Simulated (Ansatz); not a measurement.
**AlAs (singlet): from Hartree-Fock to the top rungs at distance Al1–As2 = 5.743 Å, 6-31G**

One table from this session's results is given with a row withheld; the runs are named, their logs left out.

Computed with Ansatz 0.2.0, Gaussian basis. Level: 6-31G, core rule «outside noble gas», up to 19 orbitals frozen.

The runs, in order: UHF; CCSD(T) on RHF; CCSD(T) on UHF; BCCD(T) on RHF; CISD; CCSDT(Q) on RHF; CCSDT(Q) on UHF; CCSDTQ on RHF; CASSCF and MRCISD+Q, 2 electrons in 2 orbitals; CASSCF and NEVPT2, 2 electrons in 2 orbitals; CASSCF and MRCISD+Q, 8 electrons in 8 orbitals; CASSCF and NEVPT2, 8 electrons in 8 orbitals; Full CI.

23 further runs of the same task are left out: 19 that didn't finish, 4 set aside as unsound or not needed.

## What is computed

The geometry derives from a PBE0/def2-TZVP stationary point (not a proven minimum). One bond is set to the value named and the two fragments are kept rigid. No spin-orbit coupling is included. The filled d shell of As may be among the frozen orbitals whatever the setting's name suggests; the logs give the count.

2 atoms, charge 0, spin multiplicity 1.

Atoms are counted from 1 here; the program's logs count them from 0.

No contacts short enough for the rule that draws bonds.

Set-up of the first run:

File in.yaml:

```yaml
crystal:
  periodic: [false, false, false]
  atoms:
    - {symbol: Al, position_ang: [0.000000, 0.000000, 0.000000]}
    - {symbol: As, position_ang: [0.000000, 0.000000, 5.743000]}
basis:
  gaussian: {orbitals: 6-31G}
magnetization: {spin_polarized: true, initial_magnetization: 0}
hamiltonian: {xc: hf}
output: {orbitals: {seedname: orbitals}}
```

On the command line:

```
> ansatz run in.yaml --threads 1 --pin off --events-out ev --progress --plain --max-ram 2393MiB
```

Steps of the session up to this table: UHF; CCSD(T) on RHF; CCSD(T) on UHF; BCCD(T) on RHF; CISD; CCSDT(Q) on RHF; CCSDT(Q) on UHF; CCSDTQ on RHF; CASSCF and MRCISD+Q, 2 electrons in 2 orbitals; CASSCF and NEVPT2, 2 electrons in 2 orbitals; CASSCF and MRCISD+Q, 8 electrons in 8 orbitals; CASSCF and NEVPT2, 8 electrons in 8 orbitals; Full CI.

One table of the session follows, with a row left open; its other results are not shown here.

| method | from FCI (kcal/mol) |
| --- | --- |
| RHF | +92.86 |
| RMP2 | +40.75 |
| CISD | ? |
| RCCSD | +6.49 |
| RCCSD(T) | -5.00 |
| BCCD(T) | -0.19 |
| RCCSDT | +0.36 |
| RCCSDT(Q) | -0.27 |
| RCCSDTQ | +0.07 |
| FCI | 0 |

**Question.** Estimate the row for CISD.

The run gave: from FCI (kcal/mol): +24.07. In the column «from FCI (kcal/mol)» it lies between RCCSD (+6.49) and RMP2 (+40.75).

Among the levels timed on like hardware and quicker than the yardstick, those that no quicker one beats, quickest first: CISD (2.5 s, +24.07 kcal/mol); RCCSD(T) (13 s, -5.00 kcal/mol); BCCD(T) (14 s, -0.19 kcal/mol); RCCSDTQ (6.7 min, +0.07 kcal/mol).

Left out of the table: CASSCF pair, NEVPT2 pair, MRCISD pair, MRCISD+Q pair, CASSCF valence, NEVPT2 valence, MRCISD valence, MRCISD+Q valence (the active space lost an orbital or holds another state than full CI finds).

Limits of these values: The report flags that the cluster equations may have other roots. The yardstick is full CI for this spin, exact in this basis with these frozen cores. Left out of the table: UHF, UMP2, UCCSD, UCCSD(T), UCCSDT, UCCSDT(Q) (another determinant or state than the rows shown). The program flags RCCSD(T), BCCD(T), RCCSDT(Q), RCCSDTQ as in doubt, so those rows may rest on another solution; read them beside their warnings. RCCSD(T), BCCD(T), RCCSDT(Q) fall below full CI, which methods that aren't variational can do. With 3.9 effectively unpaired electrons against 0 the state is strongly multireference. Warnings in the runs' records: other roots, large difference, broken pairs.
